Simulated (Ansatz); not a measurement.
# BH4NSe: the cost of one run

All numbers are computed with Ansatz 0.2.0 through its Python package. Level of theory: CASSCF/def2-SVP.

**1. The structure**

Bond lengths: N1–B2 1.475 Å, B2–Se3 1.988 Å, N1–H4 0.996 Å, N1–H5 1.101 Å, B2–H6 1.191 Å, Se3–H7 1.530 Å. Angles: N1–B2–Se3 117.6°, N1–B2–H6 121.9°, Se3–B2–H6 120.5°, B2–N1–H4 106.6°, B2–N1–H5 107.0°, H4–N1–H5 104.1°, B2–Se3–H7 92.1°.

No structure file is read: the coordinates are typed or built in the script.

**2. Script**

cas_bh4nse.py

```python
"""Static correlation in BH4NSe: natural occupations of an active space."""

import ansatz as az

molecule = (
    az.Crystal.molecule()
    .atom("N", (-0.9352, 0.1337, -0.6487))
    .atom("B", (0.2402, 0.3196, 0.2232))
    .atom("Se", (1.9337, -0.5737, -0.311))
    .atom("H", (-1.6654, -0.2206, -0.0711))
    .atom("H", (-1.2846, 1.1368, -0.9376))
    .atom("H", (0.1879, 0.9719, 1.2188))
    .atom("H", (1.5846, -1.8357, 0.4807))
)

calc = (
    molecule.calculation()
    .basis(gaussian="def2-SVP")
    .correlation(active_electrons=6, active_orbitals=6)
)
for method in [None]:
    data = (calc if method is None else calc.correlation(method)).run(threads=1, pin="off").report
    space = data["configurations"]
    state = space["states"][0]
    print(method or "casscf", f"total {data['free_energy_ev'] / 27.211386246:.6f} Ha, active-space state {state['energy']['hartree']:.6f} Ha, mean field {data['reference_energy_ev'] / 27.211386246:.6f} Ha")
    print("  determinants", state["n_determinants"], " natural occupations", [round(n, 3) for n in space["natural_occupations"]])
print("effectively unpaired electrons, sum of min(n, 2 - n):", round(sum(min(n, 2 - n) for n in space["natural_occupations"]), 3))
```

**3. The run**

Run with:

```sh
python cas_bh4nse.py
```

What time and memory should one allow on 1 thread of Arm Neoverse V2, shared host?

About 18 s, with a peak of 0.21 GiB.
